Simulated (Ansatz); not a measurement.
# GaNH (quartet): from Hartree-Fock to the top rungs at a displaced geometry (v2), cc-pVDZ

An exercise on one series of results from a longer session: the logs are not shown, and one member is left open.

Computed with Ansatz 0.2.0, Gaussian basis. Level: cc-pVDZ, core rule «outside noble gas», up to 15 orbitals frozen.

Plan: UHF; CCSD(T) on ROHF; CCSD(T) on UHF; BCCD(T) on ROHF; CISD; CCSDT(Q) on ROHF; CCSDT(Q) on UHF; CASSCF and MRCISD+Q, 9 electrons in 9 orbitals; CASSCF and MRCISD+Q(relaxed), 9 electrons in 9 orbitals; CASSCF and NEVPT2, 9 electrons in 9 orbitals.

21 further runs of the same task are left out: 8 for a known fault of the program, 3 that didn't finish, 10 set aside as unsound or not needed.

### What is computed

The geometry is a PBE0/def2-TZVP stationary point (not a proven minimum) with its atoms shifted at random (size 0.100 Å). No spin-orbit coupling is included. The filled d shell of Ga may be among the frozen orbitals whatever the setting's name suggests; the logs give the count.

3 atoms, charge 0, spin multiplicity 4.

Atoms are counted from 1 here; the program's logs count them from 0.

Bond lengths: N1–Ga2 2.054 Å, N1–H3 1.015 Å. Angles: Ga2–N1–H3 103.0°.

Set-up of the first run:

in.yaml

```yaml
crystal:
  periodic: [false, false, false]
  atoms:
    - {symbol: N, position_ang: [0.136710, -0.136192, 1.676501]}
    - {symbol: Ga, position_ang: [-0.028164, 0.015407, -0.365497]}
    - {symbol: H, position_ang: [0.048456, 0.826794, 1.985566]}
basis:
  gaussian: {orbitals: cc-pVDZ}
magnetization: {spin_polarized: true, initial_magnetization: 3}
hamiltonian: {xc: hf}
output: {orbitals: {seedname: orbitals}}
```

Launch:

```console
$ ansatz run in.yaml --threads 1 --pin off --events-out ev --progress --plain --max-ram 2393MiB
```

Steps of the session up to this table: UHF; CCSD(T) on ROHF; CCSD(T) on UHF; BCCD(T) on ROHF; CISD; CCSDT(Q) on ROHF; CCSDT(Q) on UHF; CASSCF and MRCISD+Q, 9 electrons in 9 orbitals; CASSCF and MRCISD+Q(relaxed), 9 electrons in 9 orbitals; CASSCF and NEVPT2, 9 electrons in 9 orbitals.

One of the session's tables, all rows but one given; the rest of the session is left out.

```
                   method  from UCCSDT(Q) (kcal/mol)
                     ROHF                    +129.11
                      UHF                    +119.04
                     RMP2                     +24.40
                     UMP2                     +23.26
                    RCCSD                          ?
                    UCCSD                      +3.97
                 RCCSD(T)                      +1.24
                 UCCSD(T)                      +0.95
                  BCCD(T)                      +1.21
                   RCCSDT                      +0.55
                   UCCSDT                      +0.27
                RCCSDT(Q)                      +0.27
                UCCSDT(Q)                          0
           CASSCF valence                     +82.07
           NEVPT2 valence                     +18.66
           MRCISD valence                      +5.63
         MRCISD+Q valence                      +1.42
MRCISD+Q(relaxed) valence                      +0.08
```

Estimate the missing values for RCCSD.

**Answer.** from UCCSDT(Q) (kcal/mol): +4.39. In the column «from UCCSDT(Q) (kcal/mol)» it lies between UCCSD (+3.97) and MRCISD valence (+5.63).

Among the levels timed on like hardware and quicker than the yardstick, those that no quicker one beats, quickest first: UCCSD(T) (5.5 s, +0.95 kcal/mol); MRCISD+Q(relaxed) valence (9 s, +0.08 kcal/mol).

Not comparable, so not listed: CISD (they don't share determinant, frozen orbitals or solution with the rows shown, or repeat one).

Limits of these values: Of the multireference levels listed MRCISD+Q(relaxed) valence comes nearest in total energy (+0.08 kcal/mol), which doesn't show that its space is the better one. Restricted and unrestricted rows rest on different reference determinants; where their highest levels disagree by more than a few hundredths of an eV, they describe different states and don't form one ladder.
